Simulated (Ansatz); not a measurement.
What does this script print? It uses the Ansatz DFT code, driven from Python.

The script, `v3os_orders.py`:
```python
'''Magnetic orders of V3Os compared.'''

import ansatz as az
import numpy as np

params = {
    'kgrid': (6, 6, 6),
    'filling': 'Gaussian',
    'sigma': 0.1,
}


def count_gap(report):
    # lowest empty less highest filled band, counting bands; zero where they overlap
    return max(report.get('gap_by_band_count_ev') or 0.0, 0.0)

CELL = [
    (0.0, 5.971229, 5.971229),
    (2.985614, 0.0, 2.985614),
    (2.985614, 2.985614, 0.0),
]
ATOMS = [
    ('V', (0.125, 0.25, 0.25)),
    ('V', (0.375, 0.75, 0.75)),
    ('V', (0.25, 0.5, 0.5)),
    ('Os', (0.0, 0.0, 0.0)),
    ('V', (0.625, 0.25, 0.25)),
    ('V', (0.875, 0.75, 0.75)),
    ('V', (0.75, 0.5, 0.5)),
    ('Os', (0.5, 0.0, 0.0)),
]


def magnet(moments):
    crystal = az.Crystal(lattice=az.Lattice.of(CELL))
    for (symbol, position), moment in zip(ATOMS, moments):
        crystal = crystal.atom(symbol, position, moment=moment or None)
    return crystal

# starting moments in muB, one an atom
orders = {
    'FM': [1.5, 1.5, 1.5, 0, 1.5, 1.5, 1.5, 0],
    'AFM': [1.5, 1.5, 1.5, 0, -1.5, -1.5, -1.5, 0],
    'AFM-alternating': [1.5, -1.5, 1.5, 0, -1.5, 1.5, -1.5, 0],
    'ferri': [1.5, 1.5, 1.5, 0, 1.5, 1.5, -1.5, 0],
}

rows = []
for label, moments in orders.items():
    job = (
        magnet(moments).calculation()
        .kpoints(*params['kgrid'])
        .occupations(params['filling'], width=params['sigma'])
        .functional(az.Functional.LDA)
        .spin('collinear')
        .band_table()
    )
    r = job.run(threads=1).report
    rows.append((label, r['free_energy_ev'], r['magnetization_mub'], r['absolute_magnetization_mub'], max(abs(m) for m in r['site_moments_mub']), count_gap(r)))
    print(label, 'site moments:', [round(m, 2) for m in r['site_moments_mub']])

# the same cell with no spin polarisation
plain = (
    magnet([0] * len(ATOMS)).calculation()
    .kpoints(*params['kgrid'])
    .occupations(params['filling'], width=params['sigma'])
    .functional(az.Functional.LDA)
    .band_table()
)
r = plain.run(threads=1).report
rows.append(('NM', r['free_energy_ev'], 0.0, 0.0, 0.0, count_gap(r)))

lowest = min(row[1] for row in rows)
rows = [(row[0], 1000 * (row[1] - lowest) / 6, *row[2:]) for row in sorted(rows, key=lambda row: row[1])]
print('         order  meV/magnetic atom         net muB    absolute muB  largest site muB  gap by band count eV')
for row in rows:
    print(f'{str(row[0]):>14s}  {row[1]:17.2f}  {row[2]:14.3f}  {row[3]:14.3f}  {row[4]:16.3f}  {row[5]:20.3f}')
print('lowest of these starts:', rows[0][0])
```

`python v3os_orders.py` gives:
```text
DeckWarning: basis.ecutwfc = 420 eV, auto-derived from the records' recommended cutoffs: set by V (normal level)
RunWarning: the starting moments were not kept: the SCF closed with an absolute magnetisation of 2.1e-5 μB, where they sum to 9 μB in size (6 sites). That is at most 0.1 of that sum. Measured as dr2_m measures the in/out step, that magnetisation stands [...]
FM site moments: [-0.0, -0.0, 0.0, 0.0, -0.0, -0.0, 0.0, 0.0]
AFM site moments: [-0.0, -0.0, 0.0, -0.0, 0.0, 0.0, -0.0, 0.0]
AFM-alternating site moments: [-0.0, 0.0, 0.0, 0.0, 0.0, -0.0, -0.0, -0.0]
ferri site moments: [0.0, 0.0, -0.0, -0.0, -0.0, -0.0, 0.0, -0.0]
         order  meV/magnetic atom         net muB    absolute muB  largest site muB  gap by band count eV
         ferri               0.00          -0.000           0.000             0.000                 0.000
            FM               0.00           0.000           0.000             0.000                 0.000
           AFM               0.00           0.000           0.000             0.000                 0.000
AFM-alternating               0.00           0.000           0.000             0.000                 0.000
            NM               0.00           0.000           0.000             0.000                 0.000
lowest of these starts: ferri
```
(Warnings from the package without file and line, shortened, repeats left out.)

Reading the output:
- The SCF didn't keep the moments it started from (some shrank, vanished or turned); what is printed is the state reached.
- A gap by band count of zero or less means overlapping bands, a metal.
- The structure comes from a database of computed cells and needn't be a stable or known phase.
- Levels are Kohn-Sham eigenvalues on this mesh, without spin-orbit coupling.
- Each row is the state reached from that start at the given structure, not necessarily the lowest of its order; other orders weren't tried.
- The whole script took 7.2 min on 1 thread of Arm Neoverse V2, with other jobs on the host, peak memory 0.89 GiB.
